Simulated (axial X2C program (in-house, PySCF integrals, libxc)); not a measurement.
# A two-component session on InMo: properties at the nuclei

Aim: properties at the nuclei of InMo, with spin–orbit coupling in the Hamiltonian from the start.

The runs use an in-house X2C program for linear molecules on PySCF integrals; two-component X2C with atomic mean-field terms, In dyall-cv3z, Mo dyall-cv3z.

All values are calculated.

### Step 1. Input

task.json reads:

```json
{"zs": [49, 42], "q": 0, "bas": ["dyall-cv3z", "dyall-cv3z"], "r0": 2.8, "levels": ["PBE0", "HF", "B3LYP", "PBE50", "BP86"], "nst": 3}
```

Keys: zs atomic numbers; q charge; bas basis sets; r0 starting distance in Å; levels methods (HF also brings MP2); nst determinants followed.

Launch:

```
$ python soeom.py task.json out
```

Further steps of the session: Expectation values, lowest determinant; Expectation values, a higher determinant; Expectation values, a higher determinant.

What does the calculation give? Wanted: lowest determinant; Eeff magnitude; Ws magnitude In; A∥/gI In; qzz In; higher determinant (for each run or level that gives them).

**Answer**, as computed:

| quantity | value |
| --- | --- |
| lowest determinant | Ω = 5/2 (excess of +ω over −ω: ω = 5/2) |
| Eeff magnitude (GV/cm), PBE0 | 1.79 |
| Ws magnitude In (kHz), PBE0 | 0.147 |
| A∥/gI In (MHz), PBE0 | -39.4 |
| qzz In (a.u.), PBE0 | -5.63 |
| higher determinant | Ω = 7/2 (excess of +ω over −ω: 2 × ω = 1/2, ω = 5/2) |
| Eeff magnitude (GV/cm), PBE0, higher determinant | 6.99 |
| Ws magnitude In (kHz), PBE0, higher determinant | 1.05 |
| A∥/gI In (MHz), PBE0, higher determinant | 305 |
| qzz In (a.u.), PBE0, higher determinant | 0.57 |
| higher determinant | Ω = 3/2 (excess of +ω over −ω: ω = 1/2, ω = -3/2, ω = 5/2) |
| Eeff magnitude (GV/cm), PBE0, higher determinant | 7.98 |
| Ws magnitude In (kHz), PBE0, higher determinant | 2.87 |
| A∥/gI In (MHz), PBE0, higher determinant | 30.9 |
| qzz In (a.u.), PBE0, higher determinant | 0.28 |

What this shows: In the first state, the effective field runs from 1.01 to 2.21 GV/cm over the mean-field levels, so the levels don't agree on it. The expectation values come from single determinants, which for open shells can mix terms of unlike spin or miss the lowest Ω, so a determinant need not be a state. Eeff is the effective electric field on the electron dipole moment in this Ω state and Ws the scalar–pseudoscalar constant (defined with the proton number Z and per Ω); A∥ is the parallel hyperfine constant, which follows by multiplying with the nuclear g factor gI = μI/(I μN); qzz is the electric field gradient, eQq0 = 234.96 MHz × Q/barn × qzz; μ is positive if Mo is the positive end. The operators were transformed with the bare-nucleus X2C matrices.
